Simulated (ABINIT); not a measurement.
# GaGe (F-43m) in ABINIT: optical spectrum with revPBE

Aim: the optical spectrum of GaGe with revPBE.

All numbers are computed with ABINIT 10.8.3 (patched build); they aren't measurements. Logs are shortened: lines on timing, memory, paths and dates and some standing lists are left out, and cuts for length are marked. The log counts tension as positive stress, the text compression.

## (1) The structure

Symmetry: F-43m, No. 216, cubic system. The conventional cell has a = 5.796 Å, b = 5.796 Å, c = 5.796 Å, α = 90.00°, β = 90.00°, γ = 90.00°. Around Ge (site symmetry -43m) lie 4 Ga at 2.51 Å. Ga (site symmetry -43m) is surrounded by 4 Ge at 2.51 Å.

The cell comes from a database or a generator and needn't be the stable form of this composition.

## (2) Optical spectrum, revPBE

run.abi reads:

```
ndtset 3

pp_dirpath "./"
pseudos "Ge_ONCV_PBE-1.2.upf, Ga_ONCV_PBE-1.2.upf"

structure "poscar:POSCAR"
natom 2

ecut 62.0

ngkpt 6 6 6
nshiftk 4
shiftk
     0.5000000000     0.5000000000     0.5000000000
     0.5000000000     0.0000000000     0.0000000000
     0.0000000000     0.5000000000     0.0000000000
     0.0000000000     0.0000000000     0.5000000000
istwfk *1

ixc 14

occopt 3
tsmear 0.00183747

nstep 80
nnsclo 2

iomode 3
prteig 0
prtebands 0

nband1 18
tolvrs1 1.0e-12
prtden1 1
prtwf1 0
kptopt1 1

iscf2 -3
getden2 1
nband2 26
nbdbuf2 4
tolwfr2 1.0e-12
nstep2 120
prtden2 0
kptopt2 1

optdriver3 8
wfk_task3 "wfk_optics_fullbz"
getwfk3 2
nband3 22
kptopt3 1
prtevk3 1
inclvkb3 2
```

POSCAR reads:

```
GaGe
1.0
    0.0000000000      2.8978440000      2.8978440000
    2.8978440000      0.0000000000      2.8978440000
    2.8978440000      2.8978440000      0.0000000000
Ge Ga
1 1
Direct
    0.0000000000      0.0000000000      0.0000000000  Ge
    0.2500000000      0.2500000000      0.2500000000  Ga
```

optic.abi reads:

```
&FILES
 ddkfile_1 = 'runo_DS3_1_EVK.nc',
 ddkfile_2 = 'runo_DS3_2_EVK.nc',
 ddkfile_3 = 'runo_DS3_3_EVK.nc',
 wfkfile = 'runo_DS3_WFK.nc'
/
&PARAMETERS
 broadening = 0.007350,
 domega = 0.002,
 maxomega = 0.8,
 scissor = 0.000000,
 tolerance = 0.002
/
&COMPUTATIONS
 num_lin_comp = 1,
 lin_comp = 11,
 num_nonlin_comp = 0
/
```

Potentials or basis: SG15 NC PBE v1.2.

Run with:

```console
abinit run.abi > log 2>&1
optic optic.abi > optic.log 2>&1
```

run.abo:

```text
.Version 10.8.3 of ABINIT
 DATASET    1 : space group F-4 3 m (#216); Bravais cF (face-center cubic)
================================================================================
 Values of the parameters that define the memory need for DATASET  1.
     intxc =       0    ionmov =       0      iscf =       7    lmnmax =       6
     lnmax =       6     mgfft =      60  mpssoang =       3    mqgrid =    3001
     natom =       2  nloc_mem =       1    nspden =       1   nspinor =       1
    nsppol =       1      nsym =      24    n1xccc =       0    ntypat =       2
    occopt =       3   xclevel =       2
       mpw =        7700          nfft =      216000          nkpt =          28
================================================================================
================================================================================
[... 13 lines left out ...]
 DATASET    3 : space group F-4 3 m (#216); Bravais cF (face-center cubic)
================================================================================
 Values of the parameters that define the memory need for DATASET  3.
     intxc =       0    ionmov =       0      iscf =       7    lmnmax =       6
     lnmax =       6     mgfft =      60  mpssoang =       3    mqgrid =    3001
     natom =       2  nloc_mem =       1    nspden =       1   nspinor =       1
    nsppol =       1      nsym =      24    n1xccc =       0    ntypat =       2
    occopt =       3   xclevel =       2
       mpw =        7700          nfft =      216000          nkpt =          28
================================================================================
================================================================================

--------------------------------------------------------------------------------
------------- Echo of variables that govern the present computation ------------
--------------------------------------------------------------------------------
 -outvars: echo values of preprocessed input variables --------
            acell      1.0000000000E+00  1.0000000000E+00  1.0000000000E+00 Bohr
              amu      7.26100000E+01  6.97230000E+01
             ecut      6.20000000E+01 Hartree
           getden1          0
           getden2          1
           getden3          0
           getwfk1          0
           getwfk2          0
           getwfk3          2
             iscf1          7
             iscf2         -3
             iscf3          7
              ixc          14
           jdtset        1    2    3
         kptrlatt        6   -6    6     -6    6    6     -6   -6    6
          kptrlen      6.57135782E+01
            natom           2
            nband1         18
            nband2         26
            nband3         22
           nbdbuf1          0
           nbdbuf2          4
           nbdbuf3          0
           ndtset           3
            ngfft          60      60      60
             nkpt          28
           nnsclo           2
            nstep1         80
            nstep2        120
[... 314 lines left out ...]
   0.27144    0.28097    0.38872    0.41071    0.45363    0.49797    0.54901    0.58289
   0.69267    0.85823
      occupation numbers for kpt#   1
   2.00000    2.00000    2.00000    2.00000    2.00000    2.00000    2.00000    2.00000
   2.00000    2.00000    2.00000    2.00000    0.00000    0.00000    0.00000    0.00000
   0.00000    0.00000    0.00000    0.00000    0.00000    0.00000    0.00000    0.00000
   0.00000    0.00000
 prteigrs : prtvol=0 or 1, do not print more k-points.

--- !EnergyTerms
iteration_state     : {dtset: 2, }
comment             : Components of total free energy in Hartree
kinetic             :  1.06188108439402E+02
hartree             :  4.48134834653966E+01
xc                  : -1.77905396035944E+01
Ewald energy        : -8.97248059392422E+01
psp_core            :  6.16071172154340E+00
local_psp           : -1.08308769435966E+02
non_local_psp       : -7.78369014016059E+01
internal            : -1.36498712754067E+02
'-kT*entropy'       : -4.64215600743176E-04
total_energy        : -1.36499176969667E+02
...

--- !EnergyTermsDC
iteration_state     : {dtset: 2, }
comment             : '"Double-counting" decomposition of free energy'
band_energy         : -1.33487975843651E+01
Ewald energy        : -8.97248059392422E+01
psp_core            :  6.16071172154340E+00
xc_dc               : -3.95858208898025E+01
internal            : -1.36498712691866E+02
'-kT*entropy'       : -4.64215600743176E-04
total_energy_dc     : -1.36499176907467E+02
...

================================================================================
== DATASET  3 ==================================================================

--- !DatasetInfo
iteration_state: {dtset: 3, }
dimensions: {natom: 2, nkpt: 28, mband: 22, nsppol: 1, nspinor: 1, nspden: 1, mpw: 7700, }
cutoff_energies: {ecut:  62.0, pawecutdg:  -1.0, }
electrons: {nelect:   2.70000000E+01, charge:   0.00000000E+00, occopt:   3.00000000E+00, tsmear:   1.83747000E-03, }
meta: {optdriver: 8, wfk_task: 7, }
...

 mkfilename : getwfk/=0, take file _WFK from output of DATASET   2.

 Exchange-correlation functional for the present dataset will be:
  GGA: revPBE functional - ixc=14
  Zhang and Yang, PRL 80, 890 (1998)

--------------------------------------------------------------------------------

 Computation of velocity matrix elements (DDK)

 Parameters extracted from the Abinit header:
    ecut:     62.0
    nkpt:    864
    mband:   26
    nsppol:  1
    nspinor: 1
    useylm:  0
    inclvkb: 2
    bmin: 1, bmax: 26
    Computing diagonal and off-diagonal matrix elements
    Between band index bmin: 1, bmax: 26

== END DATASET(S) ==============================================================
================================================================================

 -outvars: echo values of variables after computation  --------
            acell      1.0000000000E+00  1.0000000000E+00  1.0000000000E+00 Bohr
           etotal1    -1.3649917691E+02
           etotal2    -1.3649917691E+02
           etotal3     0.0000000000E+00
            fcart1     1.2004534329E-31 -1.2004534329E-31  1.2004534329E-31
                      -1.2004534329E-31  1.2004534329E-31 -1.2004534329E-31
            fcart3     0.0000000000E+00  0.0000000000E+00  0.0000000000E+00
                       0.0000000000E+00  0.0000000000E+00  0.0000000000E+00
            rprim      0.0000000000E+00  5.4761315156E+00  5.4761315156E+00
                       5.4761315156E+00  0.0000000000E+00  5.4761315156E+00
                       5.4761315156E+00  5.4761315156E+00  0.0000000000E+00
           strten1    -6.2334036909E-05 -6.2334036909E-05 -6.2334036909E-05
                       0.0000000000E+00  0.0000000000E+00  0.0000000000E+00
           strten3     0.0000000000E+00  0.0000000000E+00  0.0000000000E+00
                       0.0000000000E+00  0.0000000000E+00  0.0000000000E+00
           xangst      0.0000000000E+00  0.0000000000E+00  0.0000000000E+00
                       1.4489220000E+00  1.4489220000E+00  1.4489220000E+00
             xred      0.0000000000E+00  0.0000000000E+00  0.0000000000E+00
                       2.5000000000E-01  2.5000000000E-01  2.5000000000E-01
 Calculation completed.
```

It took 7.8 min on 1 thread of Intel Xeon 6975P-C (Granite Rapids), shared host; peak memory 2.8 GiB.

What came out:

| Item | Value |
| --- | --- |
| Free energy | -3714.3318 eV |
| Pressure | 1.8 GPa |

Dielectric function (mean over the directions given):
```
energy (eV)  real part  imaginary part
       0.33      10.45           38.63
       0.98       7.31           12.71
       1.63       8.54           10.01
       2.29       4.08            6.33
       2.94      11.16            6.04
       3.70      -1.32           17.51
       4.35      -2.52           15.57
       5.01      -5.36            6.26
       5.66      -2.92            3.96
       6.31      -3.85            3.89
       7.08      -2.14            2.38
       7.73      -1.75            1.52
       8.38      -1.55            1.43
       9.03      -1.14            1.01
       9.69      -0.72            0.90
      10.45      -0.53            0.66
      11.10      -0.40            0.54
      11.76      -0.19            0.50
      12.41      -0.06            0.35
      13.06       0.09            0.30
      13.82       0.26            0.27
      14.48       0.29            0.34
      15.13       0.25            0.29
      15.78       0.35            0.17
      16.44       0.45            0.13
      17.20       0.58            0.17
      17.85       0.60            0.19
      18.50       0.66            0.18
      19.16       0.67            0.20
      19.92       0.65            0.23
```

Caveat: the intraband (Drude) term is left out; spectra need much finer meshes, so this one isn't converged; independent-particle spectra lack excitons; the potentials were made for another functional, which shifts forces and pressure.
